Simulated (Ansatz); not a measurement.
# C₂H₅GeN: one species, many methods

The task here is to estimate one member of a computed series from the others.

Program: Ansatz 0.2.0, Gaussian basis. Level of theory: functionals in def2-TZVPP, the program's frozen cores in correlated methods. These are calculated values, not measurements.

The runs, in order: LDA (SPW92), PBE-D4, revPBE-D4, BLYP-D4, r2SCAN-D4, B97M-V, PBE0-D4, B3LYP-D4, r2SCANh-D4, r2SCAN0-D4, HSE06-D4, BHLYP-D4, CAM-B3LYP-D4, LC-ωPBE, ωB97X-V, ωB97M-V, B2PLYP, PBE-QIDH; CCSD(T)/def2-SVP; CCSD(T)/def2-TZVPP; MP2/def2-QZVPP; extrapolation to the limit; RPA on PBE.

## The relaxed structure

An earlier PBE0-D4 in a triple-zeta def2 set relaxation fixed the geometry.

SMILES `[CH]1=N[CH2][GeH2]1`, 9 atoms, charge 0, spin multiplicity 1.

Atoms are counted from 1 here; the program's logs count them from 0.

Bond lengths: C1–N2 1.275 Å, C1–Ge4 1.968 Å, C1–H5 1.090 Å, N2–C3 1.474 Å, C3–Ge4 1.995 Å, C3–H6 1.092 Å, C3–H7 1.092 Å, Ge4–H8 1.542 Å, Ge4–H9 1.542 Å. Angles: N2–C1–Ge4 97.0°, N2–C1–H5 121.5°, Ge4–C1–H5 141.5°, C1–N2–C3 105.9°, N2–C3–Ge4 89.7°, N2–C3–H6 111.3°, N2–C3–H7 111.3°, Ge4–C3–H6 117.4°, Ge4–C3–H7 117.4°, H6–C3–H7 108.5°, C1–Ge4–C3 67.4°, C1–Ge4–H8 118.6°, C1–Ge4–H9 118.6°, C3–Ge4–H8 119.4°, C3–Ge4–H9 119.4°, H8–Ge4–H9 108.7°.

Set-up of the first run:

Contents of in.yaml:

```yaml
crystal:
  periodic: [false, false, false]
  atoms:
    - {symbol: C, position_ang: [-0.696023, 0.390731, -1.074738]}
    - {symbol: N, position_ang: [0.548649, 0.663596, -1.131620]}
    - {symbol: C, position_ang: [1.132516, 0.153780, 0.121598]}
    - {symbol: Ge, position_ang: [-0.671044, -0.482905, 0.688885]}
    - {symbol: H, position_ang: [-1.375523, 0.659940, -1.883637]}
    - {symbol: H, position_ang: [1.893604, -0.603636, -0.074833]}
    - {symbol: H, position_ang: [1.586980, 0.957932, 0.703246]}
    - {symbol: H, position_ang: [-0.948287, -1.997681, 0.766638]}
    - {symbol: H, position_ang: [-1.382271, 0.211944, 1.867359]}
basis:
  gaussian: {orbitals: def2-TZVPP}
hamiltonian: {xc: lda}
output: {orbitals: {seedname: orbitals}}
```

Command:

```sh
$ ansatz run in.yaml --threads 2 --pin off --events-out ev --progress --plain --max-ram 4352MiB
```

Among the steps run: LDA; PBE-D4 (GGA); revPBE-D4 (GGA); BLYP-D4 (GGA); r2SCAN-D4 (meta-GGA); B97M-V (meta-GGA); B3LYP-D4 (hybrid); r2SCANh-D4 (hybrid); r2SCAN0-D4 (hybrid); HSE06-D4 (hybrid); BHLYP-D4 (hybrid); CAM-B3LYP-D4 (range-separated); LC-ωPBE (range-separated); ωB97X-V (range-separated); ωB97M-V (range-separated); B2PLYP (double hybrid); PBE-QIDH (double hybrid).

One of the session's tables, all rows but one given; the rest of the session is left out.

It belongs to the step «Orbital energies across the functionals». 

| functional | HOMO (eV) | gap (eV) |
| --- | --- | --- |
| LDA (SPW92) | -5.66 | 3.68 |
| PBE-D4 | -5.53 | 3.77 |
| revPBE-D4 | -5.48 | 3.81 |
| BLYP-D4 | -5.43 | 3.81 |
| r2SCAN-D4 | -5.77 | 4.21 |
| B97M-V | -5.91 | 4.42 |
| PBE0-D4 | -6.85 | 6.20 |
| B3LYP-D4 | -6.64 | 5.75 |
| r2SCANh-D4 | -6.27 | 5.12 |
| r2SCAN0-D4 | -7.01 | 6.48 |
| HSE06-D4 | ? | ? |
| BHLYP-D4 | -8.10 | 8.66 |
| CAM-B3LYP-D4 | -8.21 | 8.78 |
| LC-ωPBE | -9.51 | 11.31 |
| ωB97X-V | -9.18 | 10.88 |
| ωB97M-V | -9.09 | 10.68 |

**Question.** Estimate the row for HSE06-D4.

As computed: HOMO (eV): -6.45; gap (eV): 5.42. In the column «HOMO (eV)» it lies between B3LYP-D4 (-6.64) and r2SCANh-D4 (-6.27).
